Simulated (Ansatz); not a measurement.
# CH₇AlOSi: one species, many methods

An exercise on one series of results from a longer session: the logs are not shown, and one member is left open.

Program: Ansatz 0.2.0, Gaussian basis. Level of theory: functionals in def2-TZVPP, the program's frozen cores in correlated methods. These are calculated values, not measurements.

Plan: LDA (SPW92), PBE-D4, revPBE-D4, BLYP-D4, r2SCAN-D4, B97M-V, PBE0-D4, B3LYP-D4, r2SCANh-D4, r2SCAN0-D4, HSE06-D4, BHLYP-D4, CAM-B3LYP-D4, LC-ωPBE, ωB97X-V, ωB97M-V, B2PLYP, PBE-QIDH; CCSD(T)/def2-SVP; MP2/def2-TZVPP; MP2/def2-QZVPP; RPA on PBE.

1 further run of the same task is left out (it didn't finish).

### The geometry

The geometry comes from an earlier relaxation with PBE0-D4 in a triple-zeta def2 set; it is a stationary point, not always the lowest conformer.

SMILES `C[SiH2][O][AlH2]`, 11 atoms, charge 0, spin multiplicity 1.

Atoms are counted from 1 here; the program's logs count them from 0.

Bond lengths: C1–Si2 1.862 Å, C1–H5 1.093 Å, C1–H6 1.093 Å, C1–H7 1.094 Å, Si2–O3 1.628 Å, Si2–H8 1.491 Å, Si2–H9 1.490 Å, O3–Al4 1.679 Å, Al4–H10 1.580 Å, Al4–H11 1.580 Å. Angles: Si2–C1–H5 111.0°, Si2–C1–H6 111.0°, Si2–C1–H7 110.4°, H5–C1–H6 108.4°, H5–C1–H7 108.0°, H6–C1–H7 108.0°, C1–Si2–O3 110.6°, C1–Si2–H8 109.8°, C1–Si2–H9 109.9°, O3–Si2–H8 109.5°, O3–Si2–H9 109.1°, H8–Si2–H9 108.0°, Si2–O3–Al4 173.8°, O3–Al4–H10 118.4°, O3–Al4–H11 117.9°, H10–Al4–H11 123.7°.

The first run:

Contents of in.yaml:

```yaml
crystal:
  periodic: [false, false, false]
  atoms:
    - {symbol: C, position_ang: [-0.476840, 1.797848, 0.213642]}
    - {symbol: Si, position_ang: [-0.936223, 0.076133, -0.325345]}
    - {symbol: O, position_ang: [0.273675, -0.965541, -0.007421]}
    - {symbol: Al, position_ang: [1.540586, -2.058132, 0.140100]}
    - {symbol: H, position_ang: [-0.269064, 1.829403, 1.285962]}
    - {symbol: H, position_ang: [0.408965, 2.152037, -0.319346]}
    - {symbol: H, position_ang: [-1.295531, 2.492720, 0.006952]}
    - {symbol: H, position_ang: [-1.230010, 0.066095, -1.786657]}
    - {symbol: H, position_ang: [-2.163166, -0.369431, 0.392899]}
    - {symbol: H, position_ang: [2.471255, -2.303190, -1.113502]}
    - {symbol: H, position_ang: [1.741751, -2.774842, 1.533416]}
basis:
  gaussian: {orbitals: def2-TZVPP}
hamiltonian: {xc: lda}
output: {orbitals: {seedname: orbitals}}
```

Command:

```
ansatz run in.yaml --threads 2 --pin off --events-out ev --progress --plain --max-ram 4352MiB
```

Among the steps run: LDA; PBE-D4 (GGA); revPBE-D4 (GGA); BLYP-D4 (GGA); r2SCAN-D4 (meta-GGA); B97M-V (meta-GGA); PBE0-D4 (hybrid); B3LYP-D4 (hybrid); r2SCANh-D4 (hybrid); r2SCAN0-D4 (hybrid); HSE06-D4 (hybrid); BHLYP-D4 (hybrid); CAM-B3LYP-D4 (range-separated); LC-ωPBE (range-separated); ωB97X-V (range-separated); ωB97M-V (range-separated); B2PLYP (double hybrid); PBE-QIDH (double hybrid).

One table of the session follows, with a row left open; its other results are not shown here.

It belongs to the step «Frontier levels by functional». 

```
  functional  HOMO (eV)  gap (eV)
 LDA (SPW92)      -6.79      4.69
      PBE-D4      -6.75      4.87
   revPBE-D4      -6.72      4.94
     BLYP-D4      -6.68      4.90
   r2SCAN-D4      -7.08      5.58
      B97M-V      -7.20      5.39
     PBE0-D4      -8.09      6.99
    B3LYP-D4      -7.91      6.58
  r2SCANh-D4      -7.58      6.33
  r2SCAN0-D4      -8.32      7.44
    HSE06-D4      -7.69      6.22
    BHLYP-D4      -9.40      9.03
CAM-B3LYP-D4      -9.51      9.30
     LC-ωPBE     -10.84     11.75
     ωB97X-V          ?         ?
     ωB97M-V     -10.34     10.81
```

Q: Estimate the row for ωB97X-V from the others.

As computed: HOMO (eV): -10.52; gap (eV): 11.30. In the column «HOMO (eV)» it lies between LC-ωPBE (-10.84) and ωB97M-V (-10.34).
